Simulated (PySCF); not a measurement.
# thiophene-2-boronic acid (C₄H₅BO₂S): a tour of settings

Aim: see how thiophene-2-boronic acid (C₄H₅BO₂S) (`OB(O)c1cccs1`) answers to the choice of functional, basis, grid and SCF options.

Computed with PySCF 2.14.0, with density-fitted response routines of our own, on a single molecule in the gas phase. Atoms count from 0, in the outputs and in this text.

## (1) The molecule as given

13 atoms, charge 0, multiplicity 1; geometry from: GFN2-xTB.

Bonds of the start (Å): O0–B1 1.36, B1–O2 1.35, B1–C3 1.56, C3–C4 1.37, C4–C5 1.41, C5–C6 1.36, C6–S7 1.72, S7–C3 1.74, O0–H8 0.96, O2–H9 0.96, C4–H10 1.07, C5–H11 1.08, C6–H12 1.07.

## (2) NMR shieldings: PBE0/pcSseg-1

Job settings and geometry (Å):

```
{"job": {"kind": "nmr", "xc": "PBE0", "basis": "pcSseg-1"}, "charge": 0, "multiplicity": 1}
O     -2.489740     0.730205    -0.971850
B     -1.730294     0.037066    -0.079993
O     -2.356489    -0.712595     0.852285
C     -0.168359     0.060807    -0.074939
C      0.689825    -0.601483     0.758890
C      2.053184    -0.365008     0.490576
C      2.235644     0.485019    -0.552828
S      0.744776     1.004817    -1.222772
H     -2.018268     1.251393    -1.619796
H     -3.311887    -0.681083     0.786154
H      0.332926    -1.241876     1.544819
H      2.859978    -0.808550     1.046509
H      3.154316     0.841774    -0.974782
```

With the program's defaults for keys left out, this is: GIAO PBE0/pcSseg-1 NMR shielding, non-relativistic, gas phase.

Started as:

```sh
> OMP_NUM_THREADS=1 python probes_run.py task.json out
```

This one command runs all jobs of the session in turn.

The program printed:

```text
coarse grid: 12328 points
cycle   1  E = -728.2596164472  dE =  1.508e+00  |g| = 8.769e-01  |ddm| = 3.563e+00
cycle   2  E = -728.1230153163  dE =  1.366e-01  |g| = 1.224e+00  |ddm| = 1.479e+00
cycle   3  E = -728.4010041137  dE = -2.780e-01  |g| = 9.385e-02  |ddm| = 9.659e-01
cycle   4  E = -728.4025689876  dE = -1.565e-03  |g| = 5.781e-02  |ddm| = 1.561e-01
cycle   5  E = -728.4034037949  dE = -8.348e-04  |g| = 1.330e-02  |ddm| = 6.353e-02
cycle   6  E = -728.4034439716  dE = -4.018e-05  |g| = 3.259e-03  |ddm| = 1.446e-02
cycle   7  E = -728.4034464185  dE = -2.447e-06  |g| = 1.201e-03  |ddm| = 4.538e-03
final grid: 117064 points
cycle   8  E = -728.4711518178  dE = -2.369e-05  |g| = 1.156e-02  |ddm| = 2.849e-02
cycle   9  E = -728.4711071878  dE =  4.463e-05  |g| = 1.769e-02  |ddm| = 2.652e-02
cycle  10  E = -728.4711824340  dE = -7.525e-05  |g| = 1.396e-03  |ddm| = 1.798e-02
cycle  11  E = -728.4711829544  dE = -5.204e-07  |g| = 3.996e-04  |ddm| = 1.788e-03
cycle  12  E = -728.4711829920  dE = -3.755e-08  |g| = 6.279e-05  |ddm| = 3.694e-04
cycle  13  E = -728.4711829923  dE = -3.729e-10  |g| = 4.997e-05  |ddm| = 1.192e-04
cycle  14  E = -728.4711829930  dE = -6.542e-10  |g| = 9.769e-06  |ddm| = 5.264e-05
converged SCF energy = -728.4711829930

GIAO shielding tensors (ppm)
atom      isotropic    diamagn.    paramagn.     s11        s22        s33       span
  0 O      222.071     386.463    -164.392    125.182    268.502    272.528    147.346
  1 B       76.736     193.406    -116.670     64.139     74.856     91.213     27.074
  2 O      229.775     386.059    -156.284    136.662    269.634    283.030    146.368
  3 C       42.593     262.571    -219.978    -29.039     19.814    137.003    166.042
  4 C       43.707     250.362    -206.656    -45.976     27.051    150.045    196.021
  5 C       54.120     254.117    -199.996    -27.077     40.120    149.319    176.396
  6 C       47.392     261.794    -214.402    -41.852     40.295    143.732    185.584
  7 S      262.155    1058.761    -796.606    111.012    273.727    401.728    290.716
  8 H       27.316      32.295      -4.979     19.256     26.639     36.054     16.798
  9 H       27.546      28.918      -1.373     21.003     23.700     37.933     16.930
 10 H       23.743      32.002      -8.259     20.036     23.619     27.573      7.537
 11 H       24.354      30.520      -6.166     21.161     24.618     27.283      6.122
 12 H       24.288      30.922      -6.633     21.321     24.034     27.510      6.189
```

Run time: 26 s. Hardware: 1 thread of Arm Neoverse V1, shared host; peak memory 0.74 GiB.

Shifts follow as δ = σ(reference) − σ, with reference shieldings (ppm) from runs at the same level and on the same kind of geometry: ¹H TMS 31.72, ¹³C TMS 186.9, ¹⁷O H2O 336.1, ¹¹B BF3·OEt2 100.1, ³³S CS2 504. The references are single molecules in the gas phase, so shifts against H2O, NH3, PH3, H3PO4 or CFCl3 are not on the usual liquid scales and can be off by tens of ppm. Atoms listed in one row are averaged.

```csv
atoms,environment,σ (ppm),δ (ppm),δ scaled to CDCl3
C3,substituted aromatic carbon next to the ring sulfur,42.6,144.3,134.5
C4,aromatic CH,43.7,143.2,137.9
C6,aromatic CH next to the ring sulfur,47.4,139.5,129.9
C5,aromatic CH,54.1,132.8,127.7
H10,hydrogen on an aromatic CH,23.74,7.97,7.62
H12,hydrogen on an aromatic CH next to the ring sulfur,24.29,7.43,7.11
H11,hydrogen on an aromatic CH,24.35,7.36,7.05
"H8, H9",hydrogen on an oxygen bonded to B,27.43,4.29,–
"O0, O2","oxygen bonded to B, H",225.9,110.2,–
B1,"boron bonded to C, 2 O",76.7,23.3,–
S7,aromatic ring sulfur,262,242,–
```

The scaled column applies a straight-line fit of computed shieldings to shifts measured in CDCl3, with any fitted terms for Cl, Br or S neighbours (root-mean-square error 0.16 ppm for H, 1.9 ppm for C).

The run also stored atomic charges by several schemes (e):

```csv
atoms,Mulliken,IAO,Hirshfeld,ESP fit
"O0, O2",-0.41,-0.55,-0.26,-0.73
B1,0.66,0.49,0.22,0.76
C3,-0.50,-0.31,-0.12,-0.33
C4,-0.05,-0.15,-0.06,0.08
C5,-0.04,-0.18,-0.07,-0.37
C6,-0.27,-0.31,-0.08,-0.08
S7,0.21,0.31,0.09,-0.04
```

Mayer bond orders: O0–B1 1.20, B1–O2 1.26, B1–C3 0.84, C3–C4 1.59, C4–C5 1.29, C5–C6 1.56, C6–S7 1.20, S7–C3 1.15.

Ring of atoms C3, C4, C5, C6, S7: NICS(0) -12.4, NICS(1) -11.7, NICS(1)zz -27.8 ppm (means of both faces).

The fields below are evaluated on a grid from the run's orbitals.

Frontier orbitals at PBE0/pcSseg-1, with the share of their density that lies nearest to each atom:

```csv
orbital,energy (eV),lies on
HOMO,-7.05,"C3, C6 about 31 % each; C4, C5 about 11 % each"
LUMO,-1.00,"C3, C6 about 19 % each; S7 17 %; C4 13 %"
```

ELF in a plane through or near 13 of the atoms.

Values, 10 rows by 14 columns:
```
0.00 0.00 0.00 0.00 0.00 0.00 0.00 0.00 0.00 0.00 0.00 0.00 0.00 0.00
0.00 0.00 0.00 0.00 0.00 0.00 0.01 0.00 0.00 0.00 0.00 0.00 0.00 0.00
0.00 0.00 0.00 0.08 0.02 0.04 0.98 0.95 0.00 0.30 0.09 0.00 0.00 0.00
0.00 0.00 0.40 1.00 0.90 0.25 0.98 0.85 0.06 0.90 0.73 0.80 0.02 0.00
0.00 0.00 0.05 0.84 0.30 0.81 0.25 0.66 0.35 0.85 0.72 0.87 0.03 0.00
0.00 0.00 0.01 0.17 0.80 0.42 0.41 0.63 0.92 0.42 0.22 0.04 0.00 0.00
0.00 0.00 0.86 1.00 0.60 0.89 0.49 0.62 0.06 0.72 0.56 0.72 0.01 0.00
0.00 0.00 0.44 0.96 0.17 0.57 0.21 0.78 0.05 0.99 0.52 0.19 0.00 0.00
0.00 0.00 0.00 0.00 0.00 0.28 0.76 0.53 0.00 0.31 0.02 0.00 0.00 0.00
0.00 0.00 0.00 0.00 0.00 0.00 0.01 0.00 0.00 0.00 0.00 0.00 0.00 0.00
```
The map spans 11.8 Å across and 9.2 Å up, centred on the molecule. Atoms in the plane (x, y in Å): O0 (2.5, -1.2), B1 (1.7, -0.1), O2 (2.3, 1.2), C3 (0.2, -0.1), C4 (-0.7, 1.0), C5 (-2.1, 0.6), C6 (-2.2, -0.8), S7 (-0.7, -1.6), H8 (2.1, -2.0), H9 (3.3, 1.1), H10 (-0.4, 2.0), H11 (-2.9, 1.3), H12 (-3.1, -1.3).

On the surface of density 0.002 e/bohr³ the electrostatic potential runs, from the 1st to the 99th percentile, from -1.23 V near O2 to 2.23 V near H8.

## (3) TDDFT and polarisability: PBE0/def2-SVPD

Same as in step 2 but for these lines:

```diff
@@ -1,2 +1,2 @@
-{"job": {"kind": "nmr", "xc": "PBE0", "basis": "pcSseg-1"}, "charge": 0, "multiplicity": 1}
+{"job": {"kind": "uv", "xc": "PBE0", "basis": "def2-SVPD", "nstates": 6, "ntriplets": 2}, "charge": 0, "multiplicity": 1}
 O     -2.489740     0.730205    -0.971850
```

With the program's defaults for keys left out, this is: TDDFT PBE0/def2-SVPD, vertical, gas phase, core orbitals frozen in the response.

The program printed:

```text
coarse grid: 12328 points
cycle   1  E = -727.9529051329  dE =  1.439e+00  |g| = 8.341e-01  |ddm| = 7.816e+00
cycle   2  E = -727.7883596695  dE =  1.645e-01  |g| = 1.229e+00  |ddm| = 2.667e+00
cycle   3  E = -728.0901358571  dE = -3.018e-01  |g| = 8.644e-02  |ddm| = 1.751e+00
cycle   4  E = -728.0913614446  dE = -1.226e-03  |g| = 5.925e-02  |ddm| = 3.345e-01
cycle   5  E = -728.0922903948  dE = -9.290e-04  |g| = 1.326e-02  |ddm| = 1.454e-01
cycle   6  E = -728.0923315945  dE = -4.120e-05  |g| = 3.687e-03  |ddm| = 3.606e-02
cycle   7  E = -728.0923348894  dE = -3.295e-06  |g| = 1.249e-03  |ddm| = 1.586e-02
final grid: 117064 points
cycle   8  E = -728.1864045266  dE = -2.401e-05  |g| = 1.095e-02  |ddm| = 1.458e-01
cycle   9  E = -728.1863584232  dE =  4.610e-05  |g| = 1.715e-02  |ddm| = 5.211e-02
cycle  10  E = -728.1864338229  dE = -7.540e-05  |g| = 1.492e-03  |ddm| = 4.023e-02
cycle  11  E = -728.1864344250  dE = -6.021e-07  |g| = 3.811e-04  |ddm| = 4.304e-03
cycle  12  E = -728.1864344608  dE = -3.581e-08  |g| = 7.999e-05  |ddm| = 1.174e-03
cycle  13  E = -728.1864344617  dE = -8.924e-10  |g| = 5.764e-05  |ddm| = 4.283e-04
cycle  14  E = -728.1864344626  dE = -8.843e-10  |g| = 1.040e-05  |ddm| = 1.305e-04
converged SCF energy = -728.1864344626

Static polarisability (au): isotropic 83.683, principal 53.673 91.759 105.617

Singlet excitations
state   eV       nm        f      main configurations
  1   5.3725    230.8   0.16506   H->L 0.76, H-1->L 0.19
  2   5.5407    223.8   0.09897   H-1->L 0.71, H->L 0.20
  3   5.9014    210.1   0.00130   H->L+1 0.84, H->L+2 0.12
  4   6.1072    203.0   0.00018   H-1->L+1 0.76, H-1->L+2 0.19
  5   6.4218    193.1   0.00094   H->L+2 0.84, H->L+1 0.13
  6   6.7178    184.6   0.00511   H-1->L+2 0.72, H-1->L+1 0.19

Triplet excitations (Tamm-Dancoff, eV): 3.5463 4.2611
```

Wall time 38 s (1 thread of Arm Neoverse V1, shared host); peak memory 0.87 GiB.

The orbitals next to the gap, with their largest atomic shares:

```csv
orbital,eV,atoms
HOMO−3,-9.69,"S7 31 %, C3 17 %, O0 15 %"
HOMO−2,-9.49,"O2 46 %, O0 41 %, B1 8 %"
HOMO−1,-7.43,"S7 44 %, C5 19 %, C4 18 %"
HOMO,-7.09,"C3 29 %, C6 26 %, C4 14 %"
LUMO,-1.08,"C6 19 %, C3 19 %, S7 18 %"
LUMO+1,-0.04,"S7 31 %, B1 24 %, O0 13 %"
LUMO+2,0.46,"S7 43 %, B1 15 %, C6 7 %"
```

With each of the 6 states as a Gaussian band of 0.4 eV half-width at 1/e, the curve within the window shown has maxima at 228 nm (ε 10,000), 186 nm (ε 230) L/(mol cm). Beyond the last state computed it falls off for lack of states. The curve at chosen wavelengths:

(nm, ε (L/mol/cm)): (177, 122), (180, 177), (184, 227), (187, 233), (190, 220), (194, 212), (197, 265), (200, 435), (204, 978), (207, 1729), (210, 2827), (214, 4772), (217, 6421), (220, 8001), (223, 9279), (227, 10200), (230, 10197), (233, 9637), (237, 8245), (240, 6937), (243, 5585), (247, 3927), (250, 2887), (253, 2050), (257, 1237), (260, 818)

Leading natural transition orbitals of singlet state 1: the hole lies on C3, C5, C6 about 24 % each; S7 12 %; the particle on C3, C4 about 17 % each; S7 17 %; B1 14 %.

Further results of this job:

```csv
property,computed
dipole moment (D),0.84
polarisability (Å³),12.40
HOMO–LUMO gap (eV),6.02
−ε(HOMO) (eV),7.09
```

[end of part 1 of 2]
